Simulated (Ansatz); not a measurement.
# C2H11AsSi: the cost of one run

Program: Ansatz 0.2.0. Level of theory: RHF/def2-SVP. These are calculated values, not measurements.

### 1 The structure to begin with

Bond lengths: Si1–C2 2.180 Å, C2–C3 1.532 Å, Si1–H4 1.497 Å, Si1–H5 1.494 Å, Si1–H6 1.503 Å, Si1–H7 1.681 Å, Si1–As8 2.688 Å, C2–H9 1.095 Å, C2–H10 1.095 Å, C3–H11 1.092 Å, C3–H12 1.087 Å, C3–H13 1.087 Å, As8–H14 1.501 Å, As8–H15 1.506 Å. Angles (14 of 30 angles, heavy atoms first): Si1–C2–C3 93.8°, C2–Si1–As8 87.3°, Si1–C2–H9 118.5°, Si1–C2–H10 120.9°, C3–C2–H9 106.5°, C3–C2–H10 105.8°, C2–Si1–H4 84.3°, C2–Si1–H5 83.8°, C2–Si1–H6 151.7°, C2–Si1–H7 39.9°, H4–Si1–As8 91.2°, H5–Si1–As8 95.2°, H6–Si1–As8 121.0°, H7–Si1–As8 47.4°.

Coordinates:

```xyz
15

Si   -0.9225   -0.1483    0.5590
C     0.7902    0.0832   -0.7692
C    -0.0428    0.6840   -1.9059
H    -1.1246   -1.4404   -0.1698
H    -0.5843    1.2475    0.9720
H    -2.3842    0.0074    0.8730
H     0.7263   -0.4717    0.5132
As    0.7496   -1.3292    2.3007
H     1.5508    0.8283   -0.5146
H     1.2921   -0.7912   -1.1977
H     0.6037    0.9498   -2.7443
H    -0.5653    1.5813   -1.5855
H    -0.7845   -0.0256   -2.2645
H    -0.5143   -1.1750    3.0953
H     1.2099   -0.0002    2.8383
```

### 2 A restrained relaxation towards end A

Springs on the bonds that form and break draw the guess towards this end; the thresholds are loose.

File input.yaml:

```yaml
crystal:
  periodic: [false, false, false]
  atoms:
    - { symbol: Si, position_ang: [-0.9225, -0.1483, 0.559] }
    - { symbol: C, position_ang: [0.7902, 0.0832, -0.7692] }
    - { symbol: C, position_ang: [-0.0428, 0.684, -1.9059] }
    - { symbol: H, position_ang: [-1.1246, -1.4404, -0.1698] }
    - { symbol: H, position_ang: [-0.5843, 1.2475, 0.972] }
    - { symbol: H, position_ang: [-2.3842, 0.0074, 0.873] }
    - { symbol: H, position_ang: [0.7263, -0.4717, 0.5132] }
    - { symbol: As, position_ang: [0.7496, -1.3292, 2.3007] }
    - { symbol: H, position_ang: [1.5508, 0.8283, -0.5146] }
    - { symbol: H, position_ang: [1.2921, -0.7912, -1.1977] }
    - { symbol: H, position_ang: [0.6037, 0.9498, -2.7443] }
    - { symbol: H, position_ang: [-0.5653, 1.5813, -1.5855] }
    - { symbol: H, position_ang: [-0.7845, -0.0256, -2.2645] }
    - { symbol: H, position_ang: [-0.5143, -1.175, 3.0953] }
    - { symbol: H, position_ang: [1.2099, -0.0002, 2.8383] }
basis:
  gaussian: { orbitals: def2-SVP }
hamiltonian:
  xc: hf
relax:
  f_tol: 0.15
  max_steps: 25
  restrain:
    - { distance: [0, 7], at: 3.6, k: 30.0 }
    - { distance: [6, 1], at: 2.37, k: 30.0 }
    - { distance: [0, 1], at: 1.87, k: 30.0 }
    - { distance: [6, 7], at: 1.5, k: 30.0 }
```

On the command line:

```console
$ ansatz run input.yaml --threads 2 --pin off --max-ram 3072MiB --backend cpu --events-out ev --progress --plain --runs-dir out
```

Q: Estimate wall time and peak memory on 2 threads of Intel Xeon Platinum 8488C (Sapphire Rapids), shared host.

About 50 s, with a peak of 0.35 GiB.
